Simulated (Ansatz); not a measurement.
**CH5FOSn (SMILES FC[O][SnH3]): CCSD/def2-SVP (core potential)**

Aim: the energy change on altering one bond length of CH5FOSn at CCSD/def2-SVP (core potential), from 2 runs. 

The calculation is run with Ansatz 0.2.0.

117 further runs of the same task are left out: 117 set aside as unsound or not needed. Runs told in other sessions of the task aren't counted.

## Step 1: The structure to begin with

CH5FOSn: 9 atoms, total charge 0, spin state singlet. As SMILES, `FC[O][SnH3]`. The shape is that of a PBE0-D4/def2-TZVP optimisation. This is one conformer, not always the lowest.

Bond lengths: F1–C2 1.398 Å, C2–O3 1.354 Å, O3–Sn4 1.991 Å, C2–H5 1.100 Å, C2–H6 1.095 Å, Sn4–H7 1.705 Å, Sn4–H8 1.700 Å, Sn4–H9 1.699 Å. Some angles: F1–C2–O3 110.7°, C2–O3–Sn4 118.4°, F1–C2–H5 105.2°, F1–C2–H6 106.7°, O3–C2–H5 113.4°, O3–C2–H6 109.7°, O3–Sn4–H7 106.3°, O3–Sn4–H8 101.6°, O3–Sn4–H9 108.3°, H5–C2–H6 110.9°.

## Step 2: A single-point energy at CCSD/def2-SVP (core potential)

Input file in.yaml:

```yaml
crystal:
  periodic: [false, false, false]
  atoms:
    - {symbol: F, position_ang: [-0.596800, 1.754200, 0.031500]}
    - {symbol: C, position_ang: [-1.291500, 0.566100, 0.277800]}
    - {symbol: O, position_ang: [-0.736000, -0.463400, -0.405000]}
    - {symbol: Sn, position_ang: [1.239300, -0.701500, -0.319700]}
    - {symbol: H, position_ang: [-1.258800, 0.434000, 1.369300]}
    - {symbol: H, position_ang: [-2.319100, 0.724600, -0.066100]}
    - {symbol: H, position_ang: [1.690100, -0.390300, 1.294800]}
    - {symbol: H, position_ang: [1.407800, -2.333100, -0.765300]}
    - {symbol: H, position_ang: [1.953500, 0.363100, -1.434400]}
basis:
  gaussian:
    orbitals: def2-SVP
scf:
  omitted_lower_state_checks: [cluster_reference, increment]
correlation:
  method: ccsd
  frozen_orbitals: {C: 1, F: 1, H: 0, O: 1, Sn: 4}
accuracy: high
```

The run is started by

```console
$ ansatz run in.yaml --threads 1 --pin off --max-ram 3480MiB --events-out events.jsonl --progress --plain --runs-dir runs
```

The log of the run, cut to the lines that bear on the results:

```text
Warning: RAYON_NUM_THREADS=1 ignored (pool sized by the plan → 1); use --threads N
Functional definition: HF
  name "HF"
[...]
2278 factors; integrals over basis functions are off by at most 3.5e-9 eV
[...]
mean field -11652.83653286 eV, -428.2338440065 hartree, gradient 2.8e-8 eV, S^2 0.000000; 0 other end points of the search recorded, 0 dependent functions left out
7 core orbitals not correlated: weight in the atoms' cores, before any rotation towards them, 1.000 or more for the frozen orbitals, at most 0.000 for the correlated occupied ones
reference -11652.83653286 eV, -428.2338440065 hartree; 18, 18 occupied and 68, 68 virtual orbitals, 2278 factors
second order -17.00962280 eV of doubles, -0.00000000 eV of singles
cycle   1  -17.45255274 eV  change   -4.4e-1 eV  update   1.0e-1
[...]
cycle  21  -18.05756707 eV  change  -6.6e-10 eV  update   2.4e-9
Total energy: -11670.89409993 eV, -428.8974473563 hartree
Checks for a lower state left out: cluster_reference, increment
```

It took 41 s on 1 thread of Arm Neoverse V1, shared host; peak memory 0.68 GiB.

## Step 3: The distorted shape at the same level

Input file job.yaml:

```yaml
crystal:
  periodic: [false, false, false]
  atoms:
    - {symbol: F, position_ang: [-1.453832, 0.476691, 1.369128]}
    - {symbol: C, position_ang: [-2.148532, -0.711409, 1.615428]}
    - {symbol: O, position_ang: [-1.593032, -1.740909, 0.932628]}
    - {symbol: Sn, position_ang: [0.382268, -1.979009, 1.017928]}
    - {symbol: H, position_ang: [-2.115832, -0.843509, 2.706928]}
    - {symbol: H, position_ang: [-3.176132, -0.552909, 1.271528]}
    - {symbol: H, position_ang: [0.833068, -1.667809, 2.632428]}
    - {symbol: H, position_ang: [0.550768, -3.610609, 0.572328]}
    - {symbol: H, position_ang: [1.953500, 0.363100, -1.434400]}
basis:
  gaussian:
    orbitals: def2-SVP
scf:
  omitted_lower_state_checks: [cluster_reference, increment]
accuracy: high
correlation:
  method: ccsd
  frozen_orbitals: {C: 1, F: 1, H: 0, O: 1, Sn: 4}
```

The run is started by

```console
$ ansatz run job.yaml --threads 1 --pin off --max-ram 3480MiB --events-out events.jsonl --progress --plain --runs-dir runs
```

The log of the run, cut to the lines that bear on the results:

```text
Warning: RAYON_NUM_THREADS=1 ignored (pool sized by the plan → 1); use --threads N
Functional definition: HF
  name "HF"
[...]
2232 factors; integrals over basis functions are off by at most 7.2e-9 eV
[...]
mean field -11647.58164009 eV, -428.0407302591 hartree, gradient 2.1e-8 eV, S^2 0.000000; 1 other end points of the search recorded, 0 dependent functions left out; unrestricted orbitals would lower it
7 core orbitals not correlated: weight in the atoms' cores, before any rotation towards them, 1.000 or more for the frozen orbitals, at most 0.000 for the correlated occupied ones
reference -11647.58164009 eV, -428.0407302591 hartree; 18, 18 occupied and 68, 68 virtual orbitals, 2232 factors
second order -17.86862571 eV of doubles, -0.00000000 eV of singles
cycle   1  -18.01250265 eV  change    -1.8e0 eV  update   1.6e-1
[...]
cycle  30  -19.79938271 eV  change    1.2e-9 eV  update  5.7e-10
WARN: these amplitudes may be one of several solutions (largest doubles amplitude 0.62, level shift 3.92 eV)
Total energy: -11667.38102281 eV, -428.7683441533 hartree
Checks for a lower state left out: cluster_reference, increment
```

Wall time 53 s (1 thread of Arm Neoverse V1, shared host); peak memory 0.67 GiB.

## Step 4: Results

At CCSD/def2-SVP (core potential), 7 core orbitals frozen:

| quantity | value |
| --- | --- |
| first shape: total energy | -428.89745 Eh |
| first shape: correlation energy (7 core orbitals frozen) | -663.6 mEh |
| first shape: T1 diagnostic | 0.011 |
| distorted shape: total energy | -428.76834 Eh |
| distorted shape: correlation energy (7 core orbitals frozen) | -727.6 mEh |
| distorted shape: T1 diagnostic | 0.031 |
| energy change with the Sn4–H9 bond stretched from 1.699 to 3.737 Å | 3.513 eV |

What this shows: One bond (distorted shape) is far stretched, which a spin-restricted single reference describes badly; a broken-symmetry solution may lie lower. With the Sn4–H9 bond stretched from 1.699 to 3.737 Å the energy rises by 3.51 eV (81 kcal/mol). The first shape isn't relaxed at this level, so the change isn't measured from a minimum. A restricted reference can't describe the breaking bond well at this length. The T1 diagnostic (distorted shape) of 0.031 is above the customary mark for such species, so a single reference may not serve. The restricted solution (distorted shape) is unstable to spin breaking: an unrestricted one lies lower.
